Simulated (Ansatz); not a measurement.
# Li+ with AlF₃: superposition error and deformation

How much of this pair's binding is borrowed basis, and how much do the fragments pay to take the shapes they have in the pair?

Program: Ansatz 0.2.0, Gaussian basis. Level of theory: PBE0-D4 structures, single points in def2-TZVPPD. These are calculated values, not measurements.

Levels: PBE-D4, revPBE-D4, BLYP-D4, r2SCAN-D4, B97M-V, PBE0-D4, B3LYP-D4, HSE06-D4, wB97X-V, wB97M-V, B2PLYP, Hartree-Fock, MP2, CCSD, CCSD(T).

Cores are frozen in the correlated methods. The outer core shell of Li, Na, Mg and K is correlated. B3LYP uses VWN-RPA correlation. B2PLYP carries no dispersion term here.

130 further runs of the same task are left out: 1 that didn't finish, 129 set aside as unsound or not needed.

## (1) The starting structure

The relaxed pair: 5 atoms, charge 1, spin multiplicity 1.

Atoms are counted from 1 here; the program's logs count them from 0.

Bond lengths: Li1–F4 1.769 Å, F2–Al3 1.611 Å, Al3–F4 1.699 Å, Al3–F5 1.611 Å. Angles: F2–Al3–F4 113.4°, F2–Al3–F5 133.1°, F4–Al3–F5 113.4°, Li1–F4–Al3 180.0°.

Geometry (Å):

```xyz
5

Li    0.28422   -0.37595   -2.64892
F     1.01231    1.11123    1.39025
Al   -0.08212    0.10857    0.76499
F     0.09698   -0.12906   -0.90749
F    -1.31149   -0.71479    1.40117
```

Atoms 1 to 1 are fragment A (Li+), the rest fragment B (AlF₃). From earlier runs, pair energy (eV) and counterpoise interaction (kcal/mol):

```tsv
method	E(pair)	interaction
PBE-D4	-14944.88365	-28.34
revPBE-D4	-14952.62154	-27.72
BLYP-D4	-14956.83354	-28.97
r2SCAN-D4	-14952.97191	-27.42
B97M-V	-14953.14615	-28.29
PBE0-D4	-14945.56993	-29.07
B3LYP-D4	-14957.89087	-29.70
HSE06-D4	-14945.05932	-29.08
wB97X-V	-14952.97441	-28.34
wB97M-V	-14954.66464	-28.50
B2PLYP	-14949.84210	-28.99
Hartree-Fock	-14909.03897	-29.74
MP2	-14932.39941	-27.72
CCSD(T)	-14933.09681	-27.97
```

First each fragment is run alone in its own basis, frozen in the shape it has in the pair (a, b).

## (2) wB97X-V/def2-TZVPPD

The input, a/in.yaml:

```yaml
crystal:
  periodic: [false, false, false]
  atoms:
    - {symbol: Li, position_ang: [0.284223, -0.375954, -2.648916]}
basis:
  gaussian: {orbitals: "def2-TZVPPD.json"}
total_charge: 1
hamiltonian: {xc: {name: wB97X-V}}
```

The input, b/in.yaml:

```yaml
crystal:
  periodic: [false, false, false]
  atoms:
    - {symbol: F, position_ang: [1.012305, 1.111228, 1.390247]}
    - {symbol: Al, position_ang: [-0.082118, 0.108572, 0.764994]}
    - {symbol: F, position_ang: [0.096980, -0.129058, -0.907492]}
    - {symbol: F, position_ang: [-1.311491, -0.714788, 1.401166]}
basis:
  gaussian: {orbitals: "def2-TZVPPD.json"}
hamiltonian: {xc: {name: wB97X-V}}
```

The basis file named in the input lies beside it (Basis Set Exchange, JSON).

Each run has its own folder and the same command.

Command:

```console
$ ansatz run in.yaml --threads 2 --pin off --events-out ev --progress --plain --max-ram 5222MiB
```

Log of a:

```text
Functional definition: wB97X-V
  name "wB97X-V"
  cite "Mardirossian & Head-Gordon, Phys. Chem. Chem. Phys. 16, 9904 (2014) doi:10.1039/C3CP54374A"
  cite "Becke, J. Chem. Phys. 107, 8554 (1997) doi:10.1063/1.475007"
  cite "Vydrov & Van Voorhis, J. Chem. Phys. 133, 244103 (2010) doi:10.1063/1.3521275"
  parameter omega = 0.3/bohr
  parameter cx = 0.167
  parameter cx1 = 0.603
  parameter cx2 = 1.194
  parameter css0 = 0.556
  parameter css1 = -0.257
  parameter cos0 = 1.219
  parameter cos1 = -1.850
  parameter b = 6.0
  parameter c = 0.01
  exchange = spin_sum(e_x_unif_sr(omega)*poly(b97_u_x, 1 - cx, cx1, cx2)) + cx*exact_x_sr(omega) + exact_x_lr(omega)
  correlation = spin_sum(e_c_pw_same_spin*poly(b97_u_same, css0, css1))
      + integral(e_c_pw_opposite_spin*poly(b97_u_opposite, cos0, cos1)) + vv10(b, c)
139 factors; their error is unknown
50 factors; integrals over basis functions are off by at most 2.1e-4 eV
mean field evaluation 1: about -198.0572 eV, gradient 3.5e-1 eV
mean field evaluation 2: about -198.0572 eV, gradient 3.5e-1 eV
mean field evaluation 4: about -198.0572 eV, gradient 3.0e-2 eV
mean field evaluation 8: about -198.0572 eV, gradient 4.4e-7 eV
mean field -198.05722125 eV, -7.2784686331 hartree, gradient 4.4e-7 eV, S^2 0.000000; 0 other end points of the search recorded, 0 dependent functions left out
reference -198.05722091 eV, -7.2784686203 hartree; 1, 1 occupied and 21, 21 virtual orbitals, 139 factors
Total energy: -198.05722091 eV, -7.2784686203 hartree
```

Log of b, cut to the lines that bear on the results:

```text
[... 5 set-up lines as earlier in the session ...]
[...]
      + integral(e_c_pw_opposite_spin*poly(b97_u_opposite, cos0, cos1)) + vv10(b, c)
899 factors; their error is unknown
236 factors; integrals over basis functions are off by at most 2.3e-5 eV
[...]
mean field -14753.68366707 eV, -542.1878743590 hartree, gradient 4.3e-5 eV, S^2 0.000000; 0 other end points of the search recorded, 0 dependent functions left out
reference -14753.68366445 eV, -542.1878742627 hartree; 20, 20 occupied and 148, 148 virtual orbitals, 899 factors
Total energy: -14753.68366445 eV, -542.1878742627 hartree
```

Wall times: 0.35 s (a), 5.5 s (b) on 2 threads of Arm Neoverse V1, shared host.

## (3) wB97M-V/def2-TZVPPD

Each input of step 2 (a, b) changes in the same lines:

```diff
-hamiltonian: {xc: {name: wB97X-V}}
+hamiltonian: {xc: {name: wB97M-V}}
```

The same command starts each run, in its folder.

Command:

```console
$ ansatz run in.yaml --threads 2 --pin off --events-out ev --progress --plain --max-ram 5222MiB
```

Output in a, cut to the lines that bear on the results:

```text
Functional definition: wB97M-V
  name "wB97M-V"
  cite "Mardirossian & Head-Gordon, J. Chem. Phys. 144, 214110 (2016) doi:10.1063/1.4952647"
[... 2 set-up lines as earlier in the session ...]
  # Of w^i u^j: cxij and so on, Table III.
[...]
  gx(w, u) = 1 - cx + cx01*u + cx10*w
  gss(w, u) = css00 + css04*u^4 + css10*w + css20*w^2 + css43*w^4*u^3
  gos(w, u) = cos00 + cos10*w + (cos20 + cos21*u)*w^2 + (cos60 + cos61*u)*w^6
[...]
      + integral(e_c_pw_mod_opposite_spin*gos(b97_w_opposite, b97_u_opposite)) + vv10(b, c)
139 factors; their error is unknown
50 factors; integrals over basis functions are off by at most 2.1e-4 eV
[...]
mean field -197.98566991 eV, -7.2758391695 hartree, gradient 3.9e-7 eV, S^2 0.000000; 0 other end points of the search recorded, 0 dependent functions left out
reference -197.98567899 eV, -7.2758395033 hartree; 1, 1 occupied and 21, 21 virtual orbitals, 139 factors
Total energy: -197.98567899 eV, -7.2758395033 hartree
```

Log of b, cut to the lines that bear on the results:

```text
[... 5 set-up lines as earlier in the session ...]
  # Of w^i u^j: cxij and so on, Table III.
[...]
  gx(w, u) = 1 - cx + cx01*u + cx10*w
  gss(w, u) = css00 + css04*u^4 + css10*w + css20*w^2 + css43*w^4*u^3
  gos(w, u) = cos00 + cos10*w + (cos20 + cos21*u)*w^2 + (cos60 + cos61*u)*w^6
[...]
      + integral(e_c_pw_mod_opposite_spin*gos(b97_w_opposite, b97_u_opposite)) + vv10(b, c)
892 factors; their error is unknown
236 factors; integrals over basis functions are off by at most 2.3e-5 eV
[...]
mean field -14755.43822867 eV, -542.2523533085 hartree, gradient 2.6e-5 eV, S^2 0.000000; 0 other end points of the search recorded, 0 dependent functions left out
reference -14755.43829289 eV, -542.2523556684 hartree; 20, 20 occupied and 148, 148 virtual orbitals, 892 factors
Total energy: -14755.43829289 eV, -542.2523556684 hartree
```

Times: 0.35 s (a), 6.5 s (b) on 2 threads of Arm Neoverse V1, shared host.

## (4) B2PLYP/def2-TZVPPD

Each input of step 3 (a, b) changes in the same lines:

```diff
-hamiltonian: {xc: {name: wB97M-V}}
+hamiltonian: {xc: {name: B2PLYP}}
```

One command serves all of them, each in its own folder.

Command:

```console
$ ansatz run in.yaml --threads 2 --pin off --events-out ev --progress --plain --max-ram 5222MiB
```

a printed:

```text
Functional definition: B2PLYP
  name "B2PLYP"
  cite "Grimme, J. Chem. Phys. 124, 034108 (2006) doi:10.1063/1.2148954"
  cite "Becke, Phys. Rev. A 38, 3098 (1988) doi:10.1103/PhysRevA.38.3098"
  cite "Lee, Yang & Parr, Phys. Rev. B 37, 785 (1988) doi:10.1103/PhysRevB.37.785"
  parameter a = 0.53
  parameter c = 0.27
  exchange = (1 - a)*b88_x + a*exact_x
  correlation = (1 - c)*lyp_c + c*(mp2_os + mp2_ss)
115 factors; integrals over basis functions are off by at most 1.7e-4 eV
mean field evaluation 1: about -197.7856 eV, gradient 2.2e-1 eV
mean field evaluation 2: about -197.7856 eV, gradient 2.2e-1 eV
mean field evaluation 4: about -197.7856 eV, gradient 9.7e-5 eV
mean field evaluation 8: about -197.7856 eV, gradient 7.8e-6 eV
mean field -197.78564506 eV, -7.2684883920 hartree, gradient 7.8e-6 eV, S^2 0.000000; 0 other end points of the search recorded, 0 dependent functions left out
reference -197.78567180 eV, -7.2684893745 hartree; 1, 1 occupied and 21, 21 virtual orbitals, 115 factors
second order -0.88875546 eV of doubles, -0.00000000 eV of singles
Total energy: -198.02563577 eV, -7.2773078880 hartree
```

Output in b, cut to the lines that bear on the results:

```text
[... 5 set-up lines as earlier in the session ...]
[...]
1052 factors; integrals over basis functions are off by at most 1.1e-3 eV
[...]
mean field -14743.31850022 eV, -541.8069615027 hartree, gradient 5.7e-6 eV, S^2 0.000000; 0 other end points of the search recorded, 0 dependent functions left out
8 core orbitals not correlated: weight in the atoms' cores, before any rotation towards them, 1.000 or more for the frozen orbitals, at most 0.000 for the correlated occupied ones
reference -14743.31865835 eV, -541.8069673139 hartree; 12, 12 occupied and 148, 148 virtual orbitals, 1052 factors
second order -26.78882357 eV of doubles, -0.00000000 eV of singles
Total energy: -14750.55164071 eV, -542.0727745131 hartree
```

Wall times: 0.15 s (a), 4 s (b) on 2 threads of Arm Neoverse V1, shared host.

## (5) B97M-V/def2-TZVPPD

Each input of step 4 (a, b) changes in the same lines:

```diff
-hamiltonian: {xc: {name: B2PLYP}}
+hamiltonian: {xc: {name: B97M-V}}
```

The same command starts each run, in its folder.

Command:

```console
$ ansatz run in.yaml --threads 2 --pin off --events-out ev --progress --plain --max-ram 5222MiB
```

Output in a, cut to the lines that bear on the results:

```text
Functional definition: B97M-V
  name "B97M-V"
  cite "Mardirossian & Head-Gordon, J. Chem. Phys. 142, 074111 (2015) doi:10.1063/1.4907719"
[... 2 set-up lines as earlier in the session ...]
  # Of w^i u^j: cxij and so on, Table III.
[...]
  gx(w, u) = cx00 + cx01*u + cx02*u^2 + (cx10 + cx11*u)*w
  gss(w, u) = css00 + css02*u^2 + css10*w + (css32*w^3 + css42*w^4)*u^2
  gos(w, u) = cos00 + cos01*u + cos03*u^3 + cos10*w + cos32*w^3*u^2
[...]
      + integral(e_c_pw_mod_opposite_spin*gos(b97_w_opposite, b97_u_opposite)) + vv10(b, c)
139 factors; their error is unknown
[...]
mean field -198.92348132 eV, -7.3103031035 hartree, gradient 4.7e-7 eV, S^2 0.000000; 0 other end points of the search recorded, 0 dependent functions left out
reference -198.92348931 eV, -7.3103033968 hartree; 1, 1 occupied and 21, 21 virtual orbitals, 139 factors
Total energy: -198.92348931 eV, -7.3103033968 hartree
```

Log of b, cut to the lines that bear on the results:

```text
[... 5 set-up lines as earlier in the session ...]
  # Of w^i u^j: cxij and so on, Table III.
[...]
  gx(w, u) = cx00 + cx01*u + cx02*u^2 + (cx10 + cx11*u)*w
  gss(w, u) = css00 + css02*u^2 + css10*w + (css32*w^3 + css42*w^4)*u^2
  gos(w, u) = cos00 + cos01*u + cos03*u^3 + cos10*w + cos32*w^3*u^2
[...]
      + integral(e_c_pw_mod_opposite_spin*gos(b97_w_opposite, b97_u_opposite)) + vv10(b, c)
892 factors; their error is unknown
[...]
mean field -14752.99289731 eV, -542.1624890383 hartree, gradient 1.4e-5 eV, S^2 0.000000; 0 other end points of the search recorded, 0 dependent functions left out
reference -14752.99297403 eV, -542.1624918578 hartree; 20, 20 occupied and 148, 148 virtual orbitals, 892 factors
Total energy: -14752.99297403 eV, -542.1624918578 hartree
```

Wall times: 0.35 s (a), 5.5 s (b) on 2 threads of Arm Neoverse V1, shared host.

## (6) CCSD(T)/def2-TZVPPD

The same edit goes into each in.yaml of step 5 (a, b):

```diff
-hamiltonian: {xc: {name: B97M-V}}
+correlation: {method: ccsd_t}
```

The same command starts each run, in its folder.

Command:

```console
$ ansatz run in.yaml --threads 2 --pin off --events-out ev --progress --plain --max-ram 5222MiB
```

Output in a:

```text
Functional definition: HF
  name "HF"
  cite "Fock, Z. Phys. 61, 126 (1930) doi:10.1007/BF01340294"
  parent pbe
  exchange = exact_x
  correlation = 0
115 factors; integrals over basis functions are off by at most 1.7e-4 eV
mean field evaluation 1: about -196.9117 eV, gradient 2.2e-2 eV
mean field evaluation 2: about -196.9117 eV, gradient 2.2e-2 eV
mean field evaluation 4: about -196.9117 eV, gradient 9.3e-7 eV
mean field -196.91172360 eV, -7.2363723707 hartree, gradient 9.3e-7 eV, S^2 0.000000; 0 other end points of the search recorded, 0 dependent functions left out
reference -196.91172360 eV, -7.2363723707 hartree; 1, 1 occupied and 21, 21 virtual orbitals, 115 factors
second order -0.81477337 eV of doubles, -0.00000000 eV of singles
cycle   1  -0.91492215 eV  change   -1.0e-1 eV  update   6.4e-3
cycle   2  -0.93093315 eV  change   -1.6e-2 eV  update   1.1e-3
cycle   3  -0.93078795 eV  change    1.5e-4 eV  update   9.2e-5
cycle   4  -0.93078954 eV  change   -1.6e-6 eV  update   4.4e-6
cycle   5  -0.93079010 eV  change   -5.6e-7 eV  update   7.2e-7
perturbative correction 0.00000000 eV, 0.0000000000 hartree
Total energy: -197.84251370 eV, -7.2705782759 hartree
```

Log of b, cut to the lines that bear on the results:

```text
[... 4 set-up lines as earlier in the session ...]
[...]
1052 factors; integrals over basis functions are off by at most 1.1e-3 eV
[...]
mean field -14710.83499087 eV, -540.6132145524 hartree, gradient 3.4e-6 eV, S^2 0.000000; 0 other end points of the search recorded, 0 dependent functions left out
8 core orbitals not correlated: weight in the atoms' cores, before any rotation towards them, 1.000 or more for the frozen orbitals, at most 0.000 for the correlated occupied ones
reference -14710.83499087 eV, -540.6132145524 hartree; 12, 12 occupied and 148, 148 virtual orbitals, 1052 factors
second order -22.62041349 eV of doubles, -0.00000000 eV of singles
cycle   1  -22.04686632 eV  change    5.7e-1 eV  update   1.0e-1
[...]
cycle   9  -22.54801699 eV  change    2.2e-6 eV  update   1.0e-5
perturbative correction -0.64077565 eV, -0.0235480708 hartree
Total energy: -14734.02378351 eV, -541.4653869639 hartree
```

Times: 0.1 s (a), 39 s (b) on 2 threads of Arm Neoverse V1, shared host; peak memory 1.4 GiB.

## (7) Relaxing AlF₃ alone

The input, relax-b/in.yaml:

```yaml
crystal:
  periodic: [false, false, false]
  atoms:
    - {symbol: F, position_ang: [1.012305, 1.111228, 1.390247]}
    - {symbol: Al, position_ang: [-0.082118, 0.108572, 0.764994]}
    - {symbol: F, position_ang: [0.096980, -0.129058, -0.907492]}
    - {symbol: F, position_ang: [-1.311491, -0.714788, 1.401166]}
basis:
  gaussian: {orbitals: def2-TZVP}
hamiltonian: {xc: pbe0, dispersion: d4}
relax: {f_tol: 0.005, max_steps: 200}
```

Command:

```console
$ ansatz run in.yaml --threads 2 --pin off --events-out ev --progress --plain --max-ram 5222MiB
```

Standard output, cut to the lines that bear on the results:

```text
Functional definition: PBE0
  name "PBE0"
  cite "Adamo & Barone, J. Chem. Phys. 110, 6158 (1999) doi:10.1063/1.478522"
  cite "Perdew, Burke & Ernzerhof, Phys. Rev. Lett. 77, 3865 (1996) doi:10.1103/PhysRevLett.77.3865"
[... 1 set-up line as earlier in the session ...]
[...]
747 factors; their error is unknown
[...]
mean field -14746.56387186 eV, -541.9262267110 hartree, gradient 3.1e-5 eV, S^2 0.000000; 0 other end points of the search recorded, 0 dependent functions left out
[...]
reference -14746.56389891 eV, -541.9262277050 hartree; 20, 20 occupied and 110, 110 virtual orbitals, 747 factors
relax step   1: F+E_penalty+E_count = -14746.60812936 eV  Δ(F+E_penalty+E_count) = +0.000e0 eV  max|allowed force component| = 2.899e0 eV/Å  Δτ_max = 0.0000 Å  (23 SCF iters, accepted)
[...]
relax step   5: F+E_penalty+E_count = -14746.76695540 eV  Δ(F+E_penalty+E_count) = +2.162e-5 eV  max|allowed force component| = 1.741e-2 eV/Å  Δτ_max = 0.0028 Å  (26 SCF iters, rejected (line search))
[...]
relax step   6: F+E_penalty+E_count = -14746.76699719 eV  Δ(F+E_penalty+E_count) = -2.017e-5 eV  max|allowed force component| = 3.443e-4 eV/Å  Δτ_max = 0.0006 Å  (17 SCF iters, accepted)
747 factors; their error is unknown
mean field -14746.72264916 eV, -541.9320616691 hartree, gradient 6.8e-5 eV, S^2 0.000000; 1 other end points of the search recorded, 0 dependent functions left out
[...]
reference -14746.72267640 eV, -541.9320626702 hartree; 20, 20 occupied and 110, 110 virtual orbitals, 747 factors
Total energy: -14746.76702443 eV, -541.9336924302 hartree
Atom 0 at     0.952330     1.079612     1.458944 Å, force    -0.000235    -0.000219    -0.000180 eV/Å
Atom 1 at    -0.071083     0.093993     0.662243 Å, force     0.000002    -0.000016     0.000014 eV/Å
Atom 2 at     0.100586    -0.133975    -0.941540 Å, force    -0.000036     0.000056     0.000344 eV/Å
Atom 3 at    -1.266157    -0.663675     1.469268 Å, force     0.000270     0.000179    -0.000179 eV/Å
Dipole moment:    -0.000004     0.000009     0.000031 e Å
```

Run time: 11 s. Hardware: 2 threads of Arm Neoverse V1, shared host.

Step by step:

```tsv
step	energy from step 1 (eV)	largest force component (eV/Å)
1	0.0000	2.8994
2	-0.0679	2.0374
3	-0.1588	0.0278
4	-0.1588	0.0209
5	-0.1588	0.0174
6	-0.1589	0.0003
```

Close pairs (by a distance rule), those that changed most:

```tsv
bond	before (Å)	after (Å)	change (Å)
Al2–F3	1.699	1.629	-0.070
Al2–F4	1.611	1.629	+0.018
F1–Al2	1.611	1.629	+0.018
```

## (8) PBE-D4/def2-TZVPPD

The input, free-b/in.yaml:

```yaml
crystal:
  periodic: [false, false, false]
  atoms:
    - {symbol: F, position_ang: [0.952330, 1.079612, 1.458944]}
    - {symbol: Al, position_ang: [-0.071083, 0.093993, 0.662243]}
    - {symbol: F, position_ang: [0.100586, -0.133975, -0.941540]}
    - {symbol: F, position_ang: [-1.266157, -0.663675, 1.469268]}
basis:
  gaussian: {orbitals: "def2-TZVPPD.json"}
hamiltonian: {xc: pbe, dispersion: d4}
```

Command:

```console
$ ansatz run in.yaml --threads 2 --pin off --events-out ev --progress --plain --max-ram 5222MiB
```

Standard output:

```text
Functional definition: PBE
  name "PBE"
[... 2 set-up lines as earlier in the session ...]
  parameter kappa = 0.804
  parameter beta = 0.06672455060314922
  exchange = pbe_x(kappa = kappa, mu = beta*pi^2/3)
  correlation = pbe_c(beta = beta)
892 factors; their error is unknown
mean field evaluation 1: about -14739.4047 eV, gradient 7.1e1 eV
mean field evaluation 2: about -14708.2145 eV, gradient 1.6e2 eV
mean field evaluation 4: about -14746.2692 eV, gradient 1.7e0 eV
mean field evaluation 8: about -14746.2721 eV, gradient 8.6e-3 eV
mean field -14746.27206682 eV, -541.9155030733 hartree, gradient 6.2e-5 eV, S^2 0.000000; 0 other end points of the search recorded, 0 dependent functions left out
reference -14746.27212022 eV, -541.9155050359 hartree; 20, 20 occupied and 148, 148 virtual orbitals, 892 factors
Total energy: -14746.32549760 eV, -541.9174666183 hartree
```

Wall time 1.5 s (2 threads of Arm Neoverse V1, shared host).

## (9) r2SCAN-D4/def2-TZVPPD

free-b/in.yaml, as its differences from that of step 8:

```diff
@@ -9,2 +9,2 @@
   gaussian: {orbitals: "def2-TZVPPD.json"}
-hamiltonian: {xc: pbe, dispersion: d4}
+hamiltonian: {xc: r2scan, dispersion: d4}
```

Command:

```console
$ ansatz run in.yaml --threads 2 --pin off --events-out ev --progress --plain --max-ram 5222MiB
```

Standard output:

```text
Functional definition: r2SCAN
  name "r2SCAN"
  cite "Furness, Kaplan, Ning, Perdew & Sun, J. Phys. Chem. Lett. 11, 8208 (2020) doi:10.1021/acs.jpclett.0c02405"
  cite "Furness, Kaplan, Ning, Perdew & Sun, J. Phys. Chem. Lett. 11, 9248 (2020) doi:10.1021/acs.jpclett.0c03077"
  parent r2scan
  parameter k0 = 0.174
  parameter k1 = 0.065
  parameter a1 = 4.9479
  exchange = r2scan_x(k0 = k0, k1 = k1, a1 = a1)
  correlation = r2scan_c
892 factors; their error is unknown
mean field evaluation 1: about -14747.4877 eV, gradient 6.8e1 eV
mean field evaluation 2: about -14729.4292 eV, gradient 1.3e2 eV
mean field evaluation 4: about -14753.7824 eV, gradient 1.2e0 eV
mean field evaluation 8: about -14753.7823 eV, gradient 3.1e-2 eV
mean field -14753.78234728 eV, -542.1915007896 hartree, gradient 2.7e-5 eV, S^2 0.000000; 0 other end points of the search recorded, 0 dependent functions left out
reference -14753.78236587 eV, -542.1915014730 hartree; 20, 20 occupied and 148, 148 virtual orbitals, 892 factors
Total energy: -14753.79421461 eV, -542.1919369060 hartree
```

It took 3 s on 2 threads of Arm Neoverse V1, shared host.

## (10) PBE0-D4/def2-TZVPPD

free-b/in.yaml, as its differences from that of step 9:

```diff
@@ -9,2 +9,3 @@
   gaussian: {orbitals: "def2-TZVPPD.json"}
-hamiltonian: {xc: r2scan, dispersion: d4}
+hamiltonian: {xc: pbe0, dispersion: d4}
+output: {orbitals: {seedname: orbitals}}
```

Command:

```console
$ ansatz run in.yaml --threads 2 --pin off --events-out ev --progress --plain --max-ram 5222MiB
```

Standard output, cut to the lines that bear on the results:

```text
[... 5 set-up lines as earlier in the session ...]
  parameter a = 0.25
[... 2 set-up lines as earlier in the session ...]
  exchange = (1 - a)*pbe_x(kappa = kappa, mu = beta*pi^2/3) + a*exact_x
[... 1 set-up line as earlier in the session ...]
902 factors; their error is unknown
mean field evaluation 1: about -14741.3698 eV, gradient 6.3e1 eV
mean field evaluation 2: about -14732.4675 eV, gradient 1.0e2 eV
mean field evaluation 4: about -14746.7531 eV, gradient 5.0e-1 eV
mean field evaluation 8: about -14746.7995 eV, gradient 6.3e-2 eV
mean field -14746.79952426 eV, -541.9348867770 hartree, gradient 6.7e-5 eV, S^2 0.000000; 0 other end points of the search recorded, 0 dependent functions left out
reference -14746.79956463 eV, -541.9348882605 hartree; 20, 20 occupied and 148, 148 virtual orbitals, 902 factors
Total energy: -14746.84391266 eV, -541.9365180205 hartree
```

It took 2.2 s on 2 threads of Arm Neoverse V1, shared host.

(Part 1 of 2 ends here.)
